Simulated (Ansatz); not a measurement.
The system is Co4Ge.

```
Ge Co
1.0
     1.31250    0.75777    9.86265
    -1.31250    0.75777    9.86265
     0.00000   -1.51554    9.86265
Ge Co
1 4
Direct
  0.00000 0.00000 0.00000
  0.59884 0.59884 0.59884
  0.20032 0.20032 0.20032
  0.79968 0.79968 0.79968
  0.40116 0.40116 0.40116
```

The cell comes from a database or a generator and needn't be the stable form of this composition.

Base run:

```yaml
Program: Ansatz 0.2.0
Functional: PBEsol
Potentials_or_basis: Ansatz PAW
Cutoff: "420 eV (not typed: the program's choice for these potentials)"
k_mesh: 12 × 12 × 12
Occupations: fermi-dirac, width 0.05 eV
Spin: collinear spin, ferromagnetic start
Starting_moments: "[0.0, 2.0, 2.0, 2.0, 2.0] μB"
```

Its results: band gap on the k mesh none (metal or under the smearing width); pressure -8.6 GPa; net moment 5.90 μB per cell; site moments Ge -0.03; Co +1.32, +1.78 μB; largest force 0.053 eV/Å.

Question: After a change of settings the same cell gave: band gap on the k mesh none (metal or under the smearing width); pressure 9.0 GPa; net moment 5.82 μB per cell; site moments Ge -0.03; Co +1.30, +1.75 μB; largest force 0.098 eV/Å. Which change was it?
A. functional from PBEsol to BLYP
B. functional from PBEsol to r2SCAN; cutoff from 420 eV (not typed: the program's choice for these potentials) to 500 eV (not typed: the program's choice for these potentials)
C. functional from PBEsol to revPBE
D. functional from PBEsol to LDA

Answer: A.

BLYP binds less tightly than PBEsol, so the same cell stands under more pressure.

Caveats: the PAW data sets come from PBE, with cores solved anew for the run's functional, which leaves a small shift of forces and pressure.

Runs at the PBE level aren't shown here.
